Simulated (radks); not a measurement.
# Si inside a hard spherical wall

Aim: energy, levels and pressure of Si as a wall, at which all orbitals vanish, closes in. The configuration stays [Ne] 3s2 3p2.

The numbers are computed with radks (a radial shooting solver on a logarithmic mesh, Libxc functionals) version 1 (non-relativistic Kohn-Sham, LDA (Slater exchange, Perdew-Wang correlation), spin-polarised, spherical densities, point nucleus; open shells are filled with parallel spins first), except any that are marked as measured or tabulated.

### Step 1. Starting point

| Item | Value |
| --- | --- |
| element | silicon (Z = 14) |
| charge | 0 |
| electrons | 14 |
| configuration | [Ne] 3s2 3p2 |

Outer shells as boxes (Hund's rule):

Si
```
[Ne] core
3s [↑↓]
3p [↑ ][↑ ][  ]
```

### Step 2. The free atom

Settings of this run:

```text
Z 14
configuration [Ne] 3s2 3p2 4s0 3d0 4p0
relativity non-relativistic
functional lda,pw
spin polarised
nucleus point
```

### Step 3. Wall at 20 bohr

Input: that of step 2 with these lines changed.

```diff
@@ -6 +6,2 @@
 nucleus point
+wall 20 bohr
```

### Step 4. Wall at 15 bohr

Input: that of step 3 with these lines changed.

```diff
@@ -6,2 +6,2 @@
 nucleus point
-wall 20 bohr
+wall 15 bohr
```

### Step 5. Wall at 10 bohr

Input: that of step 4 with these lines changed.

```diff
@@ -6,2 +6,2 @@
 nucleus point
-wall 15 bohr
+wall 10 bohr
```

### Step 6. Wall at 6 bohr

Input: that of step 5 with these lines changed.

```diff
@@ -6,2 +6,2 @@
 nucleus point
-wall 10 bohr
+wall 6 bohr
```

### Step 7. Wall at 5 bohr

Input: that of step 6 with these lines changed.

```diff
@@ -6,2 +6,2 @@
 nucleus point
-wall 6 bohr
+wall 5 bohr
```

### Step 8. Wall at 3.5 bohr

Input: that of step 7 with these lines changed.

```diff
@@ -6,2 +6,2 @@
 nucleus point
-wall 5 bohr
+wall 3.5 bohr
```

### Step 9. Wall at 3 bohr

Input: that of step 8 with these lines changed.

```diff
@@ -6,2 +6,2 @@
 nucleus point
-wall 3.5 bohr
+wall 3 bohr
```

### Step 10. Wall at 2.5 bohr

Input: that of step 9 with these lines changed.

```diff
@@ -6,2 +6,2 @@
 nucleus point
-wall 3 bohr
+wall 2.5 bohr
```

### Step 11. Wall at 2 bohr

Input: that of step 10 with these lines changed.

```diff
@@ -6,2 +6,2 @@
 nucleus point
-wall 2.5 bohr
+wall 2 bohr
```

### Step 12. Wall at 1.5 bohr

Input: that of step 11 with these lines changed.

```diff
@@ -6,2 +6,2 @@
 nucleus point
-wall 2 bohr
+wall 1.5 bohr
```

What does the calculation give? Wanted: for each run, R; E − E(free); ε(3p); ε(4s, empty); ε(4p, empty); ε(3d, empty); pressure.

The runs gave:

```csv
R (bohr),E − E(free) (eV),ε(3p) (eV),"ε(4s, empty) (eV)","ε(4p, empty) (eV)","ε(3d, empty) (eV)",pressure (GPa)
free,0.000,-4.624,-0.402,-,-,0
20,0.000,-4.624,-0.388,0.371,0.754,< 0.0001
15,0.000,-4.624,-0.316,0.677,1.021,< 0.0001
10,0.006,-4.603,0.313,2.048,1.699,0.00647
6,0.717,-3.681,6.180,10.272,4.658,2.09
5,2.485,-2.205,12.761,18.102,7.352,10.9
3.5,18.278,6.216,44.107,51.838,18.755,181
3,37.652,14.254,71.383,79.563,27.846,536
2.5,81.795,30.193,122.31,129.52,43.723,1829
2,194.20,65.805,228.34,229.47,74.273,7757
1.5,541.30,160.68,490.60,465.55,143.66,47369
```

What this shows: Eigenvalues are for spin up. At the tightest wall, 1.5 bohr, the energy stands 541.30 eV above the free atom and the pressure, −dE/dV, is 47369 GPa. Of the levels in the table that exist at both ends, 4s (empty) rises most from the free atom (491.01 eV). From R = 3.5 bohr inwards the highest occupied level lies above zero, pushed up by confinement. Shells are not refilled when levels cross, and a hard wall is a model, not a crystal.
